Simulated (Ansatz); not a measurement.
# SnO: the cost of one run

Method: DFT r2SCAN, scalar-relativistic, plane waves, PAW, in Ansatz 0.2.0.

## 1. The structure to begin with

Symmetry: P4/nmm, No. 129, tetragonal system. Conventional cell: a = 3.799 Å, b = 3.799 Å, c = 4.841 Å, α = 90.00°, β = 90.00°, γ = 90.00°. Around Sn (site symmetry 4mm) lie 4 O at 2.22 Å. Around O (site symmetry -4m2) lie 4 Sn at 2.22 Å.

Structure file:

```cif
data_structure
_symmetry_space_group_name_H-M 'P 1'
_symmetry_Int_Tables_number 1
_cell_length_a 3.7986
_cell_length_b 3.7986
_cell_length_c 4.8408
_cell_angle_alpha 90.000
_cell_angle_beta 90.000
_cell_angle_gamma 90.000
_cell_volume 69.85
loop_
_atom_site_label
_atom_site_type_symbol
_atom_site_fract_x
_atom_site_fract_y
_atom_site_fract_z
_atom_site_occupancy
Sn1 Sn 0.50000 0.00000 0.23690 1
Sn2 Sn 0.00000 0.50000 0.76310 1
O1 O 0.00000 0.00000 0.00000 1
O2 O 0.50000 0.50000 0.00000 1
```

The structure rests on an entry of the Crystallography Open Database; cell or positions may have been set otherwise for this series.

## 2. Relaxing cell and atoms: SnO, no spin

input.yaml

```yaml
crystal:
  lattice:
    - [3.7986, 0.0, 0.0]
    - [0.0, 3.7986, 0.0]
    - [0.0, 0.0, 4.8408]
  atoms:
    - { symbol: Sn, position: [0.5, 0.0, 0.2369] }
    - { symbol: Sn, position: [0.0, 0.5, 0.7631] }
    - { symbol: O, position: [0.0, 0.0, 0.0] }
    - { symbol: O, position: [0.5, 0.5, 0.0] }
scf:
  occupations: { method: gaussian, width: 0.02 }
output:
  forces: true
  stress: true
hamiltonian:
  xc: r2scan
kpoints:
  mp_grid: { grid: [10, 10, 8] }
relax:
  f_tol: 0.003
  cell: { stress_tol: 0.02 }
```

Launch:

```sh
> ansatz run input.yaml --threads 4 --pin off --max-ram 8192MiB --backend cpu --events-out ev --progress --plain --runs-dir out
```

What time and memory should one allow on 4 threads of Arm Neoverse N1, shared host?

About 65 s, with a peak of 0.66 GiB.
